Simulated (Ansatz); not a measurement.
# GaH3+ (doublet): from Hartree-Fock to the top rungs, cc-pVDZ

One table from this session's results is given with a row withheld; the runs are named, their logs left out.

Method: cc-pVDZ, core rule «outside noble gas», up to 14 orbitals frozen; program: Ansatz 0.2.0, Gaussian basis.

The runs, in order: UHF; CCSD(T) on ROHF; CCSD(T) on UHF; BCCD(T) on ROHF; CISD; CCSDT(Q) on ROHF; CCSDT(Q) on UHF; CISDTQ; CASSCF and MRCISD+Q, 5 electrons in 7 orbitals; CASSCF and NEVPT2, 5 electrons in 7 orbitals; Full CI.

25 further runs of the same task are left out: 5 for a known fault of the program, 7 that didn't finish, 13 set aside as unsound or not needed.

## What is computed

The geometry is a PBE0/def2-TZVP stationary point (not a proven minimum) of the parent state, kept for this charge and spin. No spin-orbit coupling is included. The filled d shell of Ga may be among the frozen orbitals whatever the setting's name suggests; the logs give the count.

4 atoms, charge 1, spin multiplicity 2.

Atoms are counted from 1 here; the program's logs count them from 0.

Bond lengths: Ga1–H2 1.585 Å, Ga1–H3 1.955 Å, Ga1–H4 1.955 Å, H3–H4 0.811 Å. Angles: H2–Ga1–H3 100.5°, H2–Ga1–H4 100.5°, H3–Ga1–H4 23.9°, Ga1–H3–H4 78.0°, Ga1–H4–H3 78.0°.

Set-up of the first run:

in.yaml

```yaml
crystal:
  periodic: [false, false, false]
  atoms:
    - {symbol: Ga, position_ang: [0.000000, 0.027726, -0.045695]}
    - {symbol: H, position_ang: [0.000000, -1.477599, -0.541473]}
    - {symbol: H, position_ang: [0.405418, -0.220158, 1.851181]}
    - {symbol: H, position_ang: [-0.405418, -0.220158, 1.851181]}
basis:
  gaussian: {orbitals: cc-pVDZ}
total_charge: 1
magnetization: {spin_polarized: true, initial_magnetization: 1}
hamiltonian: {xc: hf}
output: {orbitals: {seedname: orbitals}}
```

Command:

```bash
$ ansatz run in.yaml --threads 1 --pin off --events-out ev --progress --plain --max-ram 2393MiB
```

Steps of the session up to this table: UHF; CCSD(T) on ROHF; CCSD(T) on UHF; BCCD(T) on ROHF; CISD; CCSDT(Q) on ROHF; CCSDT(Q) on UHF; CISDTQ; CASSCF and MRCISD+Q, 5 electrons in 7 orbitals; CASSCF and NEVPT2, 5 electrons in 7 orbitals; Full CI.

One of the session's tables, all rows but one given; the rest of the session is left out.

It belongs to the step «Misses and costs». 

| method | from FCI (meV) |
| --- | --- |
| ROHF | +2250.9 |
| UHF | +2160.1 |
| RMP2 | +613.7 |
| UMP2 | ? |
| RCCSD | +33.0 |
| UCCSD | +20.7 |
| RCCSD(T) | +7.8 |
| UCCSD(T) | -1.2 |
| BCCD(T) | +7.0 |
| RCCSDT | -1.5 |
| UCCSDT | -9.7 |
| RCCSDT(Q) | -1.7 |
| UCCSDT(Q) | -9.9 |
| CASSCF valence | +874.3 |
| NEVPT2 valence | +288.4 |
| MRCISD valence | +17.0 |
| MRCISD+Q valence | +1.1 |
| FCI | 0 |

Q: Estimate the row for UMP2 from the others.

**Answer.** from FCI (meV): +582.6. In the column «from FCI (meV)» it lies between NEVPT2 valence (+288.4) and RMP2 (+613.7).

Not comparable, so not listed: CISD; CISDTQ (they don't share determinant, frozen orbitals or solution with the rows shown, or repeat one).

To keep in mind: UCCSDT, UCCSDT(Q) fall below full CI: unrestricted runs freeze a spin-polarised core, another one than full CI's, and coupled cluster isn't variational. Levels on UHF freeze UHF's core orbitals, full CI those of ROHF, so the U rows can settle a little off it for that reason alone. Restricted and unrestricted rows rest on different reference determinants; where their highest levels disagree by more than a few hundredths of an eV, they describe different states and don't form one ladder.
